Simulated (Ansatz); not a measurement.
# AlFH6N2Si: the cost of one run

The runs use Ansatz 0.2.0; RKS r2SCAN-D4/def2-SVP.

## Step 1: The starting structure

11 atoms, charge 0, spin multiplicity 1.

Atoms are counted from 1 here; the program's logs count them from 0.

Bond lengths: N1–Si2 1.742 Å, N1–H6 1.023 Å, N1–H7 1.024 Å, Si2–N3 1.757 Å, Si2–H8 1.508 Å, Si2–H9 1.509 Å, N3–Al4 1.791 Å, N3–H10 1.029 Å, Al4–F5 1.679 Å, Al4–H11 1.585 Å. Angles: Si2–N1–H6 118.5°, Si2–N1–H7 120.2°, H6–N1–H7 110.5°, N1–Si2–N3 109.6°, N1–Si2–H8 103.7°, N1–Si2–H9 117.2°, N3–Si2–H8 113.7°, N3–Si2–H9 103.8°, H8–Si2–H9 109.1°, Si2–N3–Al4 131.4°, Si2–N3–H10 112.8°, Al4–N3–H10 115.8°, N3–Al4–F5 119.3°, N3–Al4–H11 121.9°, F5–Al4–H11 118.7°.

Geometry (Å):

```xyz
11

N     0.0209    1.7528    1.2674
Si   -0.7534    0.6131    0.2017
N     0.1758   -0.8770    0.1547
Al    0.7822   -1.8507   -1.2204
F     0.4902   -1.3299   -2.7898
H    -0.5626    2.4289    1.7668
H     0.9165    2.1748    1.0065
H    -2.1312    0.4503    0.7929
H    -0.8821    1.0029   -1.2500
H     0.3903   -1.2433    1.0923
H     1.6187   -3.1788   -1.0014
```

This geometry comes from a loose relaxation at PBE in a small basis, which is not shown.

## Step 3: Plan of the scan

- dihedral H6–N1–Si2–N3: 9 values from −180 to 140 °, periodic
- dihedral Si2–N3–Al4–F5: 9 values from −180 to 140 °, periodic

Nothing else is relaxed (all other coordinates rigid). Energies count from the relaxed molecule at the same level. Points are written as (first, second).

(The set-up runs are not shown.)

## Step 4: The run at (−60°, −20°)

The input, input.yaml:

```yaml
crystal:
  periodic: [false, false, false]
  atoms:
    - { symbol: "N", position_ang: [0.013975, 1.754214, 1.24283] }
    - { symbol: Si, position_ang: [-0.750607, 0.603773, 0.202562] }
    - { symbol: "N", position_ang: [-1.85903, -0.387381, 1.115188] }
    - { symbol: Al, position_ang: [-2.044592, -2.153812, 1.217367] }
    - { symbol: F, position_ang: [-1.419596, -3.104513, 0.000666] }
    - { symbol: H, position_ang: [-0.55648, 2.426226, 1.746339] }
    - { symbol: H, position_ang: [0.916706, 2.155225, 1.006481] }
    - { symbol: H, position_ang: [-1.420187, 1.448451, -0.835346] }
    - { symbol: H, position_ang: [0.141135, -0.38561, -0.480283] }
    - { symbol: H, position_ang: [-2.513057, 0.162526, 1.676249] }
    - { symbol: H, position_ang: [-2.766189, -2.849404, 2.430776] }
basis:
  gaussian: { orbitals: def2-SVP }
hamiltonian:
  xc: r2scan
  dispersion: d4
output:
  forces: true
```

Launch:

```console
> ansatz run input.yaml --threads 1 --pin off --max-ram 2560MiB --backend cpu --events-out ev --progress --plain --runs-dir out
```

**Question.** How long does this run take on 1 thread of Arm Neoverse V1, shared host, and how much memory does it need?

About 7.4 s, with a peak of 0.16 GiB.
